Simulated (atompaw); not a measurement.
# Au: generating and testing a PAW (atompaw) potential

Aim: build the potential from the settings below, then test how well it stands in for the atom: scattering, ghost states and the plane-wave cutoff that it needs.

Program: atompaw 4.2.0.5. Reference atom: LDA (PW92), scalar-relativistic, spherical and spin-unpolarised. All values are calculated.

## Step 1: The atom and the settings

Typed settings, in words:

| Item | Value |
| --- | --- |
| element | gold (Au, Z = 79) |
| type | PAW |
| frozen core | [Xe] 4f14 |
| valence charge | 11 |
| reference configuration | 5d9 6s2 6p0 |
| partial waves | 6s (bound): rc 2.20 bohr; 6s channel at -0.2 Ry: rc 2.20 bohr; 6p (bound, empty): rc 3.00 bohr; 6p channel at 0.25 Ry: rc 3.00 bohr; 5d (bound): rc 2.05 bohr; 5d channel at -0.15 Ry: rc 2.05 bohr |
| local potential | troulliermartins scheme with l = 3 at -0.5 Ry, radius 2.15 bohr |
| core correction | smooth core density matched at 2.65 bohr |
| augmentation charge | sinc compensation charge, radius 3.00 bohr; PAW radius 3.00 bohr; waves and projectors: custom rrkj gramschmidtortho |

The nodes and maxima of the atom's own shells, from an earlier all-electron run, set the scale for the radii.

All-electron outer shells of the reference configuration (LDA (PW92), scalar-relativistic, ld1.x):

| shell | level (eV) | outermost node (bohr) | outermost maximum (bohr) |
| --- | --- | --- | --- |
| 4f | -84.57 | – | 0.37 |
| 5p | -62.77 | 0.52 | 0.94 |
| 5d | -9.16 | 0.56 | 1.20 |
| 6s | -6.96 | 1.11 | 2.27 |
| 6p | -1.24 | 1.31 | 3.30 |

## Step 2: The generation run

Au.input

```
Au 79
LDA-PW scalarrelativistic loggrid 2001 logderivrange -3 5 201
6 6 5 4 0 0
6 1 0
5 2 9
0 0 0
c
c
c
c
c
v
c
c
c
c
v
c
c
v
c
2
3.00 3.00 2.15 2.65
y
-0.2
n
y
0.25
n
y
-0.15
n
custom rrkj gramschmidtortho sinc
3 -0.5 troulliermartins
2.20
2.20
3.00
3.00
2.05
2.05
PWSCFOUT
UPFDX 0.0125d0 UPFXMIN -7.d0 UPFZMESH 79.d0
END
```

Started as:

```sh
$ atompaw < Au.input > Au.log
```

Q: Predict the outcome of this session. Wanted: cutoffs for 10 and 1 mRy, occupied levels; bound ghosts; largest phase difference near zero energy, channels read; lowest eigenvalue of the overlap; share of valence orbitals outside the PAW sphere; UPF file.

The runs gave:

| quantity | value |
| --- | --- |
| cutoffs for 10 and 1 mRy, occupied levels | 25 Ry and 45 Ry |
| bound ghosts | s at -21.99 eV |
| largest phase difference near zero energy, channels read | 0.000 rad |
| lowest eigenvalue of the overlap (Bessel basis) | 0.402 (p) |
| share of valence orbitals outside the PAW sphere | 6s 34 %, 6p 76 %, 5d 4 % |
| UPF file | written |

**Reading.** A bound ghost (s) makes it unfit for use: electrons can fall into a state that the atom doesn't have. By its cutoff, 25 Ry for the looser tolerance, it is soft on the atom at that tolerance. The slowest occupied level is 5d: taken alone it needs 30 Ry to come within 1 mRy, against 8 Ry for 6s. Near zero energy the phases of the channels with partial waves agree within 0.001 rad. The pseudo curves have a pole with no partner nearby in the atom's: s at -1.62 Ry. These are tests on the free atom; a crystal test is still owed.
